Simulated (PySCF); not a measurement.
**C3H5ClSi: electronic excitations and core binding energies**

What electronic excitations and core binding energies should C3H5ClSi (`CC#C[SiH2]Cl`) show?

The runs use PySCF 2.14.0, with density-fitted response routines of our own; the level of theory stands in each step. All values are computed, except where a source is named. Atoms are numbered from 0 throughout.

## (1) The molecule as given

10 atoms, charge 0, multiplicity 1; geometry from: GFN2-xTB.

Bonds of the start (Å): C0–C1 1.44, C1–C2 1.21, C2–Si3 1.84, Si3–Cl4 2.03, C0–H5 1.09, C0–H6 1.09, C0–H7 1.09, Si3–H8 1.46, Si3–H9 1.46.

## (2) Ultraviolet spectrum: CAM-B3LYP/def2-SVPD

What the job is given:

```
{"job": {"kind": "uv", "xc": "CAM-B3LYP", "basis": "def2-SVPD", "nstates": 8, "ntriplets": 3}, "charge": 0, "multiplicity": 1}
C     -2.234203     0.234015     0.212574
C     -0.809884     0.078630     0.032276
C      0.378433    -0.052378    -0.124543
Si     2.196345    -0.247855    -0.338444
Cl     3.084733    -0.053193     1.473499
H     -2.436474     0.759047     1.145998
H     -2.653065     0.806608    -0.614775
H     -2.713435    -0.744389     0.245560
H      2.492142    -1.585809    -0.846056
H      2.704290     0.809978    -1.208616
```

Method: TDDFT CAM-B3LYP/def2-SVPD, vertical, gas phase, core orbitals frozen in the response.

Launch:

```sh
OMP_NUM_THREADS=1 python probes_run.py task.json out
```

The driver reads the jobs from task.json and runs them one after another.

**Question.** This job is followed by: delta-SCF UKS SCAN, pcX-2 on the ionised atom, pcseg-1 elsewhere, spin-free X2C. Predict these results of the whole session: lowest singlet (CAM-B3LYP/def2-SVPD); brightest single state of those computed; lowest triplet; C1s binding energies, SCAN/pcX-2 (standing for 2 of 3 atoms); Si1s binding energies, SCAN/pcX-2; Si2p binding energies, SCAN/pcX-2; Cl1s binding energies, SCAN/pcX-2; Cl2p binding energies, SCAN/pcX-2.

As calculated:

| quantity | value |
| --- | --- |
| lowest singlet (CAM-B3LYP/def2-SVPD) | 5.84 eV (212 nm), f = 0.000 |
| brightest single state of those computed | state 8, 8.08 eV, f = 0.640 |
| lowest triplet | 4.98 eV |
| C1s binding energies, SCAN/pcX-2 (standing for 2 of 3 atoms) | C0 291.83, C2 289.76 eV |
| Si1s binding energies, SCAN/pcX-2 | Si3 1847.75 eV |
| Si2p binding energies, SCAN/pcX-2 | Si3 108.02 eV |
| Cl1s binding energies, SCAN/pcX-2 | Cl4 2828.45 eV |
| Cl2p binding energies, SCAN/pcX-2 | Cl4 206.42 eV |

What this shows: The lowest singlet, at 5.84 eV, is HOMO→LUMO 0.79 and is dark; of the 8 states computed, the strongest absorption comes from state 8 at 8.08 eV (the last computed, so partners may be missing). The lowest triplet lies 0.86 eV below the lowest singlet (triplets in Tamm-Dancoff, singlets in full TDDFT). C0 (propargylic methyl carbon) binds its C1s electron 2.07 eV more tightly than C2 (alkyne carbon). Only 2 of the 3 C atoms are covered by sound results.
